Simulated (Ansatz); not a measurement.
**CH₈OSSi₂: a ladder of functionals and wavefunction methods**

The task here is to estimate one member of a computed series from the others.

Computed with Ansatz 0.2.0, Gaussian basis. Level: functionals in def2-TZVPP, the program's frozen cores in correlated methods.

The runs, in order: PBE-D4, r2SCAN-D4, PBE0-D4, B3LYP-D4, ωB97X-V, ωB97M-V, B2PLYP; CCSD(T)/def2-TZVPP; MP2/def2-QZVPP; extrapolation to the limit.

### The geometry

All runs share one geometry, relaxed beforehand with PBE0-D4 in a triple-zeta def2 set.

SMILES `[SiH3]OC([SiH3])S`, 13 atoms, charge 0, spin multiplicity 1.

Atoms are counted from 1 here; the program's logs count them from 0.

Bond lengths: Si1–O2 1.659 Å, Si1–H6 1.482 Å, Si1–H7 1.483 Å, Si1–H8 1.488 Å, O2–C3 1.404 Å, C3–Si4 1.896 Å, C3–S5 1.817 Å, C3–H9 1.099 Å, Si4–H10 1.486 Å, Si4–H11 1.486 Å, Si4–H12 1.484 Å, S5–H13 1.345 Å. Angles: O2–Si1–H6 104.5°, O2–Si1–H7 112.5°, O2–Si1–H8 110.1°, H6–Si1–H7 109.6°, H6–Si1–H8 110.5°, H7–Si1–H8 109.5°, Si1–O2–C3 123.8°, O2–C3–Si4 108.9°, O2–C3–S5 114.6°, O2–C3–H9 110.5°, Si4–C3–S5 110.4°, Si4–C3–H9 109.8°, S5–C3–H9 102.4°, C3–Si4–H10 107.8°, C3–Si4–H11 110.2°, C3–Si4–H12 109.0°, H10–Si4–H11 109.9°, H10–Si4–H12 110.1° and more.

Coordinates:

```xyz
13

Si   -2.21336    0.45684    0.01300
O    -0.65971    0.30503   -0.54905
C     0.29456   -0.55514    0.01753
Si    1.99285   -0.17116   -0.73401
S     0.37762   -0.50029    1.83138
H    -2.96808    1.02373   -1.12923
H    -2.30949    1.37330    1.17536
H    -2.75546   -0.87766    0.38513
H     0.03030   -1.60448   -0.17466
H     2.41947    1.16108   -0.23309
H     1.90356   -0.14774   -2.21680
H     2.95929   -1.21148   -0.30204
H     0.94884    0.71317    1.93148
```

The first run:

File in.yaml:

```yaml
crystal:
  periodic: [false, false, false]
  atoms:
    - {symbol: Si, position_ang: [-2.213362, 0.456841, 0.012998]}
    - {symbol: O, position_ang: [-0.659706, 0.305026, -0.549050]}
    - {symbol: C, position_ang: [0.294556, -0.555139, 0.017530]}
    - {symbol: Si, position_ang: [1.992853, -0.171163, -0.734011]}
    - {symbol: S, position_ang: [0.377625, -0.500287, 1.831381]}
    - {symbol: H, position_ang: [-2.968081, 1.023729, -1.129232]}
    - {symbol: H, position_ang: [-2.309489, 1.373303, 1.175357]}
    - {symbol: H, position_ang: [-2.755459, -0.877657, 0.385134]}
    - {symbol: H, position_ang: [0.030298, -1.604483, -0.174658]}
    - {symbol: H, position_ang: [2.419475, 1.161082, -0.233090]}
    - {symbol: H, position_ang: [1.903557, -0.147737, -2.216800]}
    - {symbol: H, position_ang: [2.959289, -1.211484, -0.302036]}
    - {symbol: H, position_ang: [0.948844, 0.713167, 1.931477]}
basis:
  gaussian: {orbitals: def2-TZVPP}
hamiltonian: {xc: pbe, dispersion: d4}
output: {forces: true, orbitals: {seedname: orbitals}}
```

The run is started by

```sh
> ansatz run in.yaml --threads 4 --pin off --events-out ev --progress --plain --max-ram 10444MiB
```

Among the steps run: PBE-D4 (GGA); r2SCAN-D4 (meta-GGA); PBE0-D4 (hybrid); B3LYP-D4 (hybrid); ωB97X-V (range-separated); ωB97M-V (range-separated); B2PLYP (double hybrid); CCSD(T) in def2-TZVPP; MP2 in def2-QZVPP.

One of the session's tables, all rows but one given; the rest of the session is left out.

It belongs to the step «Atomisation energies». 

| method | atomisation energy (kJ/mol) |
| --- | --- |
| PBE-D4 | 4242.7 |
| r2SCAN-D4 | 4231.8 |
| PBE0-D4 | 4193.0 |
| B3LYP-D4 | 4223.4 |
| ωB97X-V | 4262.1 |
| ωB97M-V | 4247.9 |
| B2PLYP | 4165.5 |
| HF/def2-TZVPP | 3082.0 |
| MP2/def2-TZVPP | 4146.5 |
| CCSD/def2-TZVPP | ? |
| CCSD(T)/def2-TZVPP | 4120.6 |
| MP2/CBS | 4265.8 |
| CCSD(T)/CBS | 4239.8 |

Q: Estimate the row for CCSD/def2-TZVPP from the others.

The run gave: atomisation energy (kJ/mol): 4064.0. In the column «atomisation energy (kJ/mol)» it lies between HF/def2-TZVPP (3082.0) and CCSD(T)/def2-TZVPP (4120.6).
